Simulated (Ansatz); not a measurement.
# AlGeF (triplet): wave-function methods side by side at distance Al2–Ge3 = 4.367 Å, cc-pVDZ

How much of the correlation energy of AlGeF (triplet) does each wave-function method recover here?

Computed with Ansatz 0.2.0, Gaussian basis. Level: cc-pVDZ, core rule «outside noble gas», up to 20 orbitals frozen.

The runs, in order: UHF; CCSD(T) on ROHF; CCSD(T) on UHF; BCCD(T) on ROHF; CISD; CCSDT(Q) on ROHF; CCSDT(Q) on UHF; CASSCF and MRCISD+Q, 4 electrons in 4 orbitals; CASSCF and NEVPT2, 4 electrons in 4 orbitals.

36 further runs of the same task are left out: 11 for a known fault of the program, 18 that didn't finish, 7 set aside as unsound or not needed.

### Step 1. What is computed

The geometry derives from a PBE0/def2-TZVP stationary point (not a proven minimum). One bond is set to the value named and the two fragments are kept rigid. No spin-orbit coupling is included. The filled d shell of Ge may be among the frozen orbitals whatever the setting's name suggests; the logs give the count.

3 atoms, charge 0, spin multiplicity 3.

Atoms are counted from 1 here; the program's logs count them from 0.

Bond lengths: F1–Al2 1.648 Å.

Coordinates:

```xyz
3

F     0.0000    0.0000   -2.5545
Al    0.0000    0.0000   -0.9063
Ge    0.0000    0.0000    3.4607
```

### Step 2. UHF

File in.yaml:

```yaml
crystal:
  periodic: [false, false, false]
  atoms:
    - {symbol: F, position_ang: [0.000000, 0.000000, -2.554467]}
    - {symbol: Al, position_ang: [0.000000, 0.000000, -0.906267]}
    - {symbol: Ge, position_ang: [0.000000, 0.000000, 3.460733]}
basis:
  gaussian: {orbitals: cc-pVDZ}
magnetization: {spin_polarized: true, initial_magnetization: 2}
hamiltonian: {xc: hf}
output: {orbitals: {seedname: orbitals}}
```

Command:

```console
$ ansatz run in.yaml --threads 1 --pin off --events-out ev --progress --plain --max-ram 2393MiB
```

The runs that follow: CCSD(T) on ROHF; CCSD(T) on UHF; BCCD(T) on ROHF; CISD; CCSDT(Q) on ROHF; CCSDT(Q) on UHF; CASSCF and MRCISD+Q, 4 electrons in 4 orbitals; CASSCF and NEVPT2, 4 electrons in 4 orbitals.

**Question.** What will the summary of the whole plan be? Wanted: UCCSDT(Q) below the RHF energy; RMP2 from UCCSDT(Q); UMP2 from UCCSDT(Q); RCCSD from UCCSDT(Q); RCCSD(T) from UCCSDT(Q); UCCSD(T) from UCCSDT(Q); RCCSDT(Q) from UCCSDT(Q); NEVPT2 pair from UCCSDT(Q); MRCISD+Q pair from UCCSDT(Q).

As calculated:

| quantity | value |
| --- | --- |
| UCCSDT(Q) below the RHF energy | -8.5563 eV |
| RMP2 from UCCSDT(Q) | +92.9 kJ/mol |
| UMP2 from UCCSDT(Q) | +91.7 kJ/mol |
| RCCSD from UCCSDT(Q) | +17.7 kJ/mol |
| RCCSD(T) from UCCSDT(Q) | +4.1 kJ/mol |
| UCCSD(T) from UCCSDT(Q) | +3.2 kJ/mol |
| RCCSDT(Q) from UCCSDT(Q) | +1.1 kJ/mol |
| NEVPT2 pair from UCCSDT(Q) | +89.4 kJ/mol |
| MRCISD+Q pair from UCCSDT(Q) | +15.9 kJ/mol |
| levels within 1 kcal/mol (43 meV) | RCCSD(T), UCCSD(T), BCCD(T), RCCSDT, UCCSDT, RCCSDT(Q) |
| T1 diagnostic | 0.018 |

What this shows: RCCSD(T) lands +4.1 kJ/mol from the yardstick (0.5 % of the correlation energy). Of the multireference levels listed MRCISD+Q pair comes nearest in total energy (+15.9 kJ/mol), which doesn't show that its space is the better one. These misses are within one basis, not against nature; the frozen cores of restricted and unrestricted runs differ, which can shift their rows.
